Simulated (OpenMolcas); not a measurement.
# C2F3Si (SMILES [C]#C[Si](F)(F)F): levels of theory compared

We compute a comparison of 6 runs (UHF/3-21G, UB3LYP/cc-pVDZ, UM06-2X/cc-pVDZ, UPBE/cc-pVDZ, UB3LYP/6-31G*, ROMP2/cc-pVDZ) of C2F3Si. 

Program for the calculation: OpenMolcas 26.06.

1 further run of the same task is left out (it didn't finish).

### 1 The system as given

The species is C2F3Si (6 atoms), meant as a doublet with charge 0. SMILES: `[C]#C[Si](F)(F)F`. The coordinates come from a PBE0-D4/def2-TZVP relaxation.

Bond lengths: C1–C2 1.209 Å, C2–Si3 1.796 Å, Si3–F4 1.568 Å, Si3–F5 1.568 Å, Si3–F6 1.568 Å. Angles: C1–C2–Si3 180.0°, C2–Si3–F4 110.5°, C2–Si3–F5 110.4°, C2–Si3–F6 110.5°, F4–Si3–F5 108.5°, F4–Si3–F6 108.5°, F5–Si3–F6 108.5°.

### 2 Energy and gradient at UHF/3-21G (run 1)

job.inp reads:

```
&gateway
baslib=$CurrDir
coord
6
angstrom
C       -0.330200      -2.361200       0.703200
C       -0.165800      -1.214800       0.356500
Si       0.078600       0.488400      -0.158600
F       -1.011900       0.906200      -1.204900
F        1.491100       0.664500      -0.816000
F       -0.019800       1.452900       1.073600
basis=3-21G
group=NoSym
&seward
&scf
uhf
spin=2
thresholds=1e-10 1e-07 1e-07 1e-05
prorbitals=0
&alaska
```

The basis set 3-21G is read from a file made from the Basis Set Exchange's data (not shown).

Launch:

```sh
$ export MOLCAS_MEM=1860
$ pymolcas job.inp > job.log
```

What it wrote:

```text
--- Start Module: gateway ---
[...]
--- Stop Module: gateway /rc=_RC_ALL_IS_WELL_ ---
[...]
      Basis functions           58
[...]
--- Start Module: scf ---
[...]
       Convergence after  19 Iterations
[...]
::    Total SCF energy                               -659.4999027733
[...]
      Total spin, S                                     0.7143227316
[...]
      Total electronic charge=   53.000000
      Total            charge=   -0.000000
[...]
      Dipole Moment (debye):
      Origin of the operator (angstrom)=    0.0457    0.2587   -0.0892
                   X= -3.2862E-01               Y= -2.2916E+00               Z=  6.9359E-01           Total=  2.4167E+00
      Quadrupole Moment (debye*angstrom):
[...]
--- Stop Module: scf /rc=_RC_ALL_IS_WELL_ ---
[...]
--- Start Module: alaska ---
[...]
 *              Molecular gradients               *
 **************************************************
  Irreducible representation: a
 ------------------------------------------------------------------------------------------
                              X                       Y                       Z
 ------------------------------------------------------------------------------------------
  C1                4.46254537378454E-03    3.11062193731431E-02   -9.40712034808566E-03
  C2               -2.62376270687326E-03   -1.83051405942454E-02    5.53306256369424E-03
  SI3               3.67682802723368E-03    2.53860626210232E-02   -7.61618481203596E-03
  F4                1.74982781056414E-02   -1.10231985081999E-02    1.85875261359350E-02
  F5               -2.40576965090042E-02   -7.02758649280888E-03    1.21553759125153E-02
  F6                1.04380770924095E-03   -2.01363563988970E-02   -1.92526594520714E-02
 ------------------------------------------------------------------------------------------
[...]
```

It took 7.8 s on 1 thread of AMD EPYC 7R43 (Zen 3), shared host; peak memory 0.39 GiB.

### 3 Energy and gradient at UB3LYP/cc-pVDZ (run 2)

run.input reads:

```
&gateway
 baslib = $CurrDir
 coord
 6
 angstrom
 C       -0.330200      -2.361200       0.703200
 C       -0.165800      -1.214800       0.356500
 Si       0.078600       0.488400      -0.158600
 F       -1.011900       0.906200      -1.204900
 F        1.491100       0.664500      -0.816000
 F       -0.019800       1.452900       1.073600
 basis = cc-pVDZ
 group = NoSym

&seward
 gridinput
 Grid=UltraFine
 End of Grid

&scf
 uhf
 spin = 2
 ksdft = B3LYP
 thresholds = 1e-10 1e-07 1e-07 1e-05
 prorbitals = 1 2

&alaska
```

The basis set cc-pVDZ is read from a file made from the Basis Set Exchange's data (not shown).

Launch:

```sh
$ export MOLCAS_MEM=1860
$ pymolcas run.input > run.log
```

What it wrote:

```text
--- Start Module: gateway ---
[...]
--- Stop Module: gateway /rc=_RC_ALL_IS_WELL_ ---
[...]
      Basis functions           88
[...]
--- Start Module: scf ---
[...]
       Convergence after  17 Iterations
[...]
::    Total KS-DFT energy                            -665.2486998905
[...]
      Total spin, S                                     0.5122676179
[...]
      Total electronic charge=   53.000000
      Total            charge=   -0.000000
[...]
      Dipole Moment (debye):
      Origin of the operator (angstrom)=    0.0457    0.2587   -0.0892
                   X= -1.8292E-01               Y= -1.2757E+00               Z=  3.8628E-01           Total=  1.3454E+00
      Quadrupole Moment (debye*angstrom):
[...]
--- Stop Module: scf /rc=_RC_ALL_IS_WELL_ ---
[...]
--- Start Module: alaska ---
[...]
 *              Molecular gradients               *
 **************************************************
  Irreducible representation: a
 ------------------------------------------------------------------------------------------
                              X                       Y                       Z
 ------------------------------------------------------------------------------------------
  C1                3.72948033605036E-03    2.60018247330365E-02   -7.86373663899198E-03
  C2               -2.52829945200578E-03   -1.76518515161663E-02    5.33674035724568E-03
  SI3               5.08604702041299E-03    3.52457217777089E-02   -1.06079114160079E-02
  F4                3.00787828513940E-02   -1.17083953670543E-02    2.89331422158732E-02
  F5               -3.90561362084618E-02   -5.04804151066907E-03    1.82141766486321E-02
  F6                2.69012545253977E-03   -2.68392581167767E-02   -3.40124111668061E-02
 ------------------------------------------------------------------------------------------
[...]
```

Wall time 83 s (1 thread of AMD EPYC 7R43 (Zen 3), shared host); peak memory 0.48 GiB.

Runs 3 to 4 aren't shown in full; the table further down has their settings and results.

### 4 Energy and gradient at UB3LYP/6-31G(d) (Cartesian functions) (run 5)

mol.xyz reads:

```xyz
6

C     -0.330200    -2.361200     0.703200
C     -0.165800    -1.214800     0.356500
Si     0.078600     0.488400    -0.158600
F     -1.011900     0.906200    -1.204900
F      1.491100     0.664500    -0.816000
F     -0.019800     1.452900     1.073600
```

mol.input reads:

```
* C2F3Si Kohn-Sham DFT

&GATEWAY
  BasLib=$CurrDir
  Coord=mol.xyz
  Basis=6-31Gs
  Group=NoSym

&SEWARD
  GridInput
  Grid=UltraFine
  End of Grid

&SCF
  UHF
  Spin=2
  KSDFT=B3LYP
  Thresholds=1e-10 1e-07 1e-07 1e-05
  PrOrbitals=1 2

&ALASKA
```

The basis set 6-31G* is read from a file made from the Basis Set Exchange's data (not shown).

Launch:

```sh
$ export MOLCAS_MEM=1860
$ pymolcas mol.input > mol.log
```

What it wrote:

```text
--- Start Module: gateway ---
[...]
--- Stop Module: gateway /rc=_RC_ALL_IS_WELL_ ---
[...]
      Basis functions           94
[...]
--- Start Module: scf ---
[...]
       Convergence after  17 Iterations
[...]
::    Total KS-DFT energy                            -665.2411165533
[...]
      Total spin, S                                     0.5126176675
[...]
      Total electronic charge=   53.000000
      Total            charge=   -0.000000
[...]
      Dipole Moment (debye):
      Origin of the operator (angstrom)=    0.0457    0.2587   -0.0892
                   X= -1.8049E-01               Y= -1.2588E+00               Z=  3.8118E-01           Total=  1.3276E+00
      Quadrupole Moment (debye*angstrom):
[...]
--- Stop Module: scf /rc=_RC_ALL_IS_WELL_ ---
[...]
--- Start Module: alaska ---
[...]
 *              Molecular gradients               *
 **************************************************
  Irreducible representation: a
 ------------------------------------------------------------------------------------------
                              X                       Y                       Z
 ------------------------------------------------------------------------------------------
  C1                2.59275179178609E-03    1.80743413343798E-02   -5.46628643060387E-03
  C2               -2.20210759466705E-03   -1.53727623805970E-02    4.64736612110767E-03
  SI3               1.63591996631768E-03    1.12213408633530E-02   -3.34233005904705E-03
  F4                1.09506214547572E-02   -3.61218325771517E-03    1.02593387518759E-02
  F5               -1.40354769552786E-02   -1.21420125898553E-03    6.39708990510890E-03
  F6                1.05829133708069E-03   -9.09653530040089E-03   -1.24951782884537E-02
 ------------------------------------------------------------------------------------------
[...]
```

Run time: 77 s. Hardware: 1 thread of AMD EPYC 7R43 (Zen 3), shared host; peak memory 0.51 GiB.

### 5 The energy at ROMP2/cc-pVDZ (run 6)

job.inp reads:

```
&GATEWAY
 BASLIB=$CurrDir
 COORD
 6
 angstrom
 C       -0.330200      -2.361200       0.703200
 C       -0.165800      -1.214800       0.356500
 Si       0.078600       0.488400      -0.158600
 F       -1.011900       0.906200      -1.204900
 F        1.491100       0.664500      -0.816000
 F       -0.019800       1.452900       1.073600
 BASIS=cc-pVDZ
 GROUP=NoSym

&SEWARD

&SCF
 UHF
 SPIN=2
 THRESHOLDS=1e-10 1e-07 1e-07 1e-05
 PRORBITALS=1 1

&RASSCF
 FILEORB=$Project.UnaOrb
 SPIN=2
 NACTEL=1 0 0
 INACTIVE=26
 RAS2=1
 OUTORBITALS=Canonical
 ORBLISTING=Nothing

&CASPT2
 IPEA=0.0
 FROZEN=10
```

The basis set cc-pVDZ is read from a file made from the Basis Set Exchange's data (not shown).

Launch:

```sh
$ export MOLCAS_MEM=1860
$ pymolcas job.inp > job.log
```

What it wrote:

```text
--- Start Module: gateway ---
[...]
--- Stop Module: gateway /rc=_RC_ALL_IS_WELL_ ---
[...]
      Basis functions           88
[...]
       Convergence after  20 Iterations
[...]
::    Total SCF energy                               -663.0408095433
[...]
      Total spin, S                                     0.6970187639
[...]
--- Start Module: rasscf ---
[...]
      Number of active orbitals                  1
[...]
      Spin quantum number                      0.5
[...]
      Active orbitals                            1
[...]
      Number of CSFs                             1
[...]
      Number of root(s) required                 1
[...]
      Convergence after 10 iterations
[...]
      printout of CI-coefficients larger than  0.05 for root  1
      energy=    -663.023792
      conf/sym  1     Coeff  Weight
             1  u   1.00000 1.00000
      Natural orbitals and occupation numbers for root  1
      sym 1:   1.000000
      ************************************************************************************************************************
      *                                                    Final results                                                     *
[...]
::    RASSCF root number  1 Total energy:   -663.02379240
[...]
      Total electronic charge=   53.000000
      Total            charge=   -0.000000
[...]
      Dipole Moment (debye):
      Origin of the operator (angstrom)=    0.0457    0.2587   -0.0892
                   X= -2.6000E-01               Y= -1.8134E+00               Z=  5.4897E-01           Total=  1.9124E+00
      Quadrupole Moment (debye*angstrom):
[...]
--- Stop Module: rasscf /rc=_RC_ALL_IS_WELL_ ---
[...]
--- Start Module: caspt2 ---
[...]
      E2 (Variational):          -0.8697183538
      Total energy:            -663.8935107509
[...]
      Reference weight:           0.80098
[...]
::    CASPT2 Root  1     Total energy:   -663.89351075
[...]
```

Run time: 36 s. Hardware: 1 thread of AMD EPYC 7R43 (Zen 3), shared host; peak memory 0.48 GiB.

### 6 All runs side by side

| run | level | integration grid | task | energy (Eh) | dipole moment (D) | HOMO energy (eV) | LUMO energy (eV) | wall time |
| --- | --- | --- | --- | --- | --- | --- | --- | --- |
| 1 | UHF/3-21G | – | gradient | -659.499903 | 2.42 | -12.95 | 0.70 | 7.8 s |
| 2 | UB3LYP/cc-pVDZ | UltraFine | gradient | -665.248700 | 1.35 | -9.02 | -5.95 | 83 s |
| 3 | UM06-2X/cc-pVDZ | UltraFine | energy | -665.105580 | 1.46 | -10.51 | -5.23 | 97 s |
| 4 | UPBE/cc-pVDZ | UltraFine | gradient | -664.702559 | 1.12 | -7.95 | -6.69 | 91 s |
| 5 | UB3LYP/6-31G* (Cartesian functions) | UltraFine | gradient | -665.241117 | 1.33 | -8.81 | -5.73 | 77 s |
| 6 | ROMP2/cc-pVDZ | – | energy | -663.893511 | – | – | – | 36 s |

### 7 Outcome

| quantity | value |
| --- | --- |
| run 6: total energy | -663.89351 Eh |

Over runs 1, 2, 3, 4, 5 the dipole moment (its size) runs from 1.12 D (UPBE/cc-pVDZ) to 2.42 D (UHF/3-21G). The two ends differ in method and basis. Totals of different functionals can't be ranked against each other. Spin contamination of the reference: run 1 ⟨S²⟩ = 1.22. All runs together took 6.5 min, the longest 97 s.
